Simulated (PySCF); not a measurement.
**[SnF2]+: doublet, from a bent start**

The task is one start of a wider search on [SnF2]+: the doublet, from a bent start. It is relaxed, tested by its Hessian and followed downhill if it is a saddle.

The runs use PySCF 2.14.0; PBE0, basis Sn def2-TZVP with ECP28, F def2-TZVP, scalar-relativistic core potentials, no spin–orbit coupling, density fitting.

### 1 The starting structure

3 atoms, charge 1, spin multiplicity 2.

Bond lengths: Sn1–F2 1.999 Å, Sn1–F3 1.999 Å. Angles: F2–Sn1–F3 110.0°.

```xyz
3
charge 1 multiplicity 2
Sn    0.0000    0.0000    0.0000
F     1.6376    0.0000    1.1467
F    -1.6376    0.0000    1.1467
```

### 2 The SCF at the typed geometry

One driver script runs all steps and calls PySCF; scf.py shows how it sets up the SCF of each step. The optimiser is the driver's own. After this first run the driver tries any further starts and a stability analysis.

Contents of scf.py:

```python
from pyscf import gto, scf, dft
mol = gto.M(atom='''
Sn     0.000000     0.000000     0.000000
F      1.637600     0.000000     1.146700
F     -1.637600     0.000000     1.146700''',
    basis={'Sn': 'def2-TZVP', 'F': 'def2-TZVP'},
    ecp={'Sn': 'def2-TZVP'},
    charge=1, spin=1)
mf = dft.UKS(mol, xc='PBE0')
mf.grids.atom_grid = (50, 194)
aux = {'Sn': 'def2-universal-JKFIT', 'F': 'def2-universal-JKFIT'}
mf = mf.density_fit(auxbasis=aux)
mf.conv_tol = 1e-08
mf.diis_space = 10
mf.max_cycle = 60
mf.init_guess = 'minao'
mf.verbose = 4
mf.kernel()
```

Started as:

```
$ OMP_NUM_THREADS=4 python axn.py task.json out
```

Further steps of the session: Relaxation: bent start, doublet; Frequencies.

**Question.** What will these runs give? Wanted: minimum; geometry; wavenumbers; dipole moment; highest occupied, lowest empty level; polar-tensor charge of Sn1; zero-point energy; ⟨S²⟩.

The runs gave:

```
                                          quantity                             value
                                           minimum                      doublet, C2v
                                          geometry  Sn–F 1.874 Å (×2); F–Sn–F 117.3°
                                wavenumbers (cm⁻¹)      134 (a1), 633 (a1), 660 (b2)
                    dipole moment (centre of mass)                            3.05 D
highest occupied, lowest empty level (either spin)                 -16.36, -13.03 eV
                        polar-tensor charge of Sn1                           +1.68 e
                                 zero-point energy                        8.5 kJ/mol
                               entropy at 298.15 K                   288.6 J/(mol K)
                                              ⟨S²⟩                             0.757
```

In words: The bent start keeps its C2v symmetry and ends in a minimum. The strongest infrared band lies at 660 cm⁻¹ (b2, stretch). Most of the spin sits on Sn1 (Mulliken spin 0.60, against 1 for the whole molecule). Other starts or spin states, not run here, may lie lower. Spin–orbit coupling, left out here, can matter for elements this heavy.
